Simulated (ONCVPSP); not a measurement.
# Si: generating and testing an ONCV potential

Task: generate the file, and judge it by its errors in other configurations, its logarithmic derivatives, its ghosts and its cutoff.

Program: ONCVPSP 4.0.1.1 (patched build). Reference atom: PBEsol, scalar-relativistic, spherical and spin-unpolarised. All values are calculated.

**1. The atom and the settings**

Typed settings, in words:

```
element                 : silicon (Si, Z = 14)
type                    : optimised norm-conserving Vanderbilt (ONCV)
frozen core             : [Ne]
valence charge          : 4
reference configuration : 3s2 3p2
partial waves           : 3s: rc 1.70 bohr, ncon 4, nbas 7, qcut 3.5 1/bohr, 1 projector; 3p: rc 1.38 bohr, ncon 5, nbas 9, qcut 4.6 1/bohr, 2 projectors, debl 1.6 Ha; d scattering state at 0.07 Ha: rc 1.45 bohr, ncon 3, nbas 7, qcut 6.2 1/bohr, 2 projectors, debl 3.5 Ha
local potential         : polynomial inside 1.00 bohr (lpopt 5, dvloc0 -1 Ha)
core correction         : not asked for
```

The outer shells as boxes (Hund's rule for the drawing; the calculation is spin-unpolarised):

```
[Ne] core
3s [↑↓]
3p [↑ ][↑ ][  ]
```

An earlier all-electron run gives the scale for the radii.

All-electron outer shells of the reference configuration (PBEsol, scalar-relativistic, ld1.x):

| shell | level (eV) | outermost node (bohr) | outermost maximum (bohr) |
| --- | --- | --- | --- |
| 2s | -139.13 | 0.15 | 0.45 |
| 2p | -95.42 | – | 0.39 |
| 3s | -10.77 | 0.72 | 1.80 |
| 3p | -4.06 | 0.72 | 2.17 |

**2. Generating the potential**

Si.dat

```
# ATOM AND REFERENCE CONFIGURATION
# atsym  z   nc   nv     iexc    psfile
  Si 14.00    3    2  -116133      upf
#
#   n    l    f
    1    0    2.00
    2    0    2.00
    2    1    6.00
    3    0    2.00
    3    1    2.00
#
# PSEUDOPOTENTIAL AND OPTIMIZATION
# lmax
    2
#
#   l,   rc,      ep,       ncon, nbas, qcut
    0    1.70    0.00    4    7    3.50
    1    1.38    0.00    5    9    4.60
    2    1.45    0.07    3    7    6.20
#
# LOCAL POTENTIAL
# lloc, lpopt,  rc(5),   dvloc0
    4    5    1.00   -1.00
#
# VANDERBILT-KLEINMAN-BYLANDER PROJECTORs
# l, nproj, debl
    0    1    2.90
    1    2    1.60
    2    2    3.50
#
# MODEL CORE CHARGE
# icmod, fcfact, rcfact
    0    0.00    0.00
#
# LOG DERIVATIVE ANALYSIS
# epsh1, epsh2, depsh
   -2.00    5.00    0.02
#
# OUTPUT GRID
# rlmax, drl
    6.00    0.01
#
# TEST CONFIGURATIONS
# ncnf
    4
# nvcnf
#   n    l    f
    2
    3    0    2.00
    3    1    1.00
#
    2
    3    0    2.00
    3    1    0.00
#
    2
    3    0    1.00
    3    1    0.00
#
    2
    3    0    1.00
    3    1    3.00
#
```

Command:

```
$ oncvpsp.x < Si.dat > Si.out
```

Q: Predict the outcome of this session. Wanted: cutoffs for 1 and 0.1 mHa per electron, occupied waves; bound ghosts; GHOST(+) flags; configuration tests; largest phase difference near zero energy, channels read.

As calculated:

| quantity | value |
| --- | --- |
| cutoffs for 1 and 0.1 mHa per electron, occupied waves | 114 Ha and 137 Ha |
| bound ghosts | p at -70.24 eV |
| GHOST(+) flags | s at -6 eV |
| configuration tests | no usable energy difference |
| largest phase difference near zero energy, channels read | 3.115 rad |

A bound ghost (p) makes it unfit for use: electrons can fall into a state that the atom doesn't have. Of the tests 4 gave no usable energy difference, which is a warning in itself. It counts as very hard, with 114 Ha needed at the looser tolerance. At the looser tolerance the 3p wave is the slowest; 3s needs 13 Ha. Of the channels read, s scatters worst near zero energy, by up to 3.12 rad. A step near π is an extra or missing state, not a misfit of shape. The pseudo curves have a pole with no partner nearby in the atom's: s at -0.23 Ha. The program also flags highly localised states, GHOST(+) (s).
